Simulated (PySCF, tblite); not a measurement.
# C₄H₁₁F₃Si₃: geometry, infrared bands and NMR shifts

What infrared bands and NMR shifts should C₄H₁₁F₃Si₃ (`C[SiH2][SiH2]/C(=C/F)[SiH2]C(F)F`) show?

The runs use tblite 0.8.0 and PySCF 2.14.0, with density-fitted response routines of our own; the level of theory stands in each step. All values are computed, except where a source is named. Atoms count from 0, in the outputs and in this text.

## 1. The starting structure

21 atoms, charge 0, multiplicity 1; geometry from: force field or distance geometry start.

Bonds of the start (Å): C0–Si1 1.90, Si1–Si2 2.21, Si2–C3 1.83, C3–C4 1.34, C4–F5 1.36, C3–Si6 1.85, Si6–C7 1.85, C7–F8 1.38, C7–F9 1.37, C0–H10 1.10, C0–H11 1.13, C0–H12 1.10, Si1–H13 1.47, Si1–H14 1.49, Si2–H15 1.47, Si2–H16 1.48, C4–H17 1.10, Si6–H18 1.48, Si6–H19 1.47, C7–H20 1.14.

## 2. Relaxing the molecule with GFN2-xTB

What the job is given:

```
{"job": {"kind": "relax", "xc": "GFN2-xTB", "basis": "xTB"}, "charge": 0, "multiplicity": 1}
C      3.624600     0.392000     0.721600
Si     1.895100    -0.357100     0.921500
Si     0.651700     0.419300    -0.730000
C     -0.874400    -0.563000    -1.000200
C     -0.816400    -1.831500    -1.432500
F     -1.941100    -2.577000    -1.637800
Si    -2.570600     0.102200    -0.655500
C     -2.720400     0.906400     1.006700
F     -2.450300     2.246400     0.841400
F     -1.851600     0.436700     1.952000
H      4.049000     0.138600    -0.255900
H      3.421100     1.501000     0.814700
H      4.290200     0.137500     1.563200
H      2.057900    -1.816200     0.845800
H      1.415700     0.062300     2.268500
H      1.452000     0.423400    -1.964600
H      0.366100     1.848100    -0.464800
H      0.171700    -2.254600    -1.648300
H     -3.547800    -0.999600    -0.737900
H     -2.837300     1.033900    -1.762100
H     -3.794100     0.768200     1.353700
```

Run with:

```
> OMP_NUM_THREADS=1 python probes_run.py task.json out
```

One launch serves the whole session: the jobs run in the order shown.

**Question.** This job is followed by: GFN2-xTB harmonic vibrations, gas phase; GIAO PBE0/pcSseg-1 NMR shielding, non-relativistic, gas phase. Predict these results of the whole session: strongest single infrared mode (GFN2-xTB); zero-point energy (GFN2-xTB); 13C shifts against TMS (PBE0/pcSseg-1); 1H shifts against TMS (PBE0/pcSseg-1, means over atoms taken as alike); 29Si shifts against TMS (PBE0/pcSseg-1); 19F shifts against CFCl3 (PBE0/pcSseg-1, means over atoms taken as alike); surface potential, 1st and 99th percentile.

As calculated:

| quantity | value |
| --- | --- |
| strongest single infrared mode (GFN2-xTB) | 645 cm⁻¹, 580 km/mol |
| zero-point energy (GFN2-xTB) | 82.3 kcal/mol |
| 13C shifts against TMS (PBE0/pcSseg-1) | 171.9, 127.7, 101.9, -7.7 ppm |
| 1H shifts against TMS (PBE0/pcSseg-1, means over atoms taken as alike) | 7.14, 6.60, 4.65, 4.34, 4.09, 0.11 ppm |
| 29Si shifts against TMS (PBE0/pcSseg-1) | -58.8, -69.9, -70.7 ppm |
| 19F shifts against CFCl3 (PBE0/pcSseg-1, means over atoms taken as alike) | -44.5, -147.3 ppm |
| surface potential, 1st and 99th percentile | -0.80 V and 1.32 V |

The optimisation took 219 steps and gained 0.777 eV; among the close pairs (by a distance rule), Si1–Si2 changed most, from 2.208 to 2.324 Å. All 57 modes are real, so the xTB geometry is a minimum. The strongest single mode, at 645 cm⁻¹, is spread over several atoms, H14, H13, H15, H16 among them. GFN2-xTB is a fitted tight-binding method: band positions and strengths are rough. Its intensities can rank the bands wrongly. H17 (hydrogen on an alkene CH) lies farthest downfield among hydrogen, at 7.14 ppm; olefinic region. At PBE0/pcSseg-1: Shielding is most anisotropic at F8, F9 (span 283 ppm, paramagnetic term -161 ppm). At PBE0/pcSseg-1, counted by nearest atom on the grid, the HOMO lies on C3, C4 about 22 % each; Si1, Si2 about 11 % each, the LUMO on C3, C4 about 28 % each; H17 8 %.
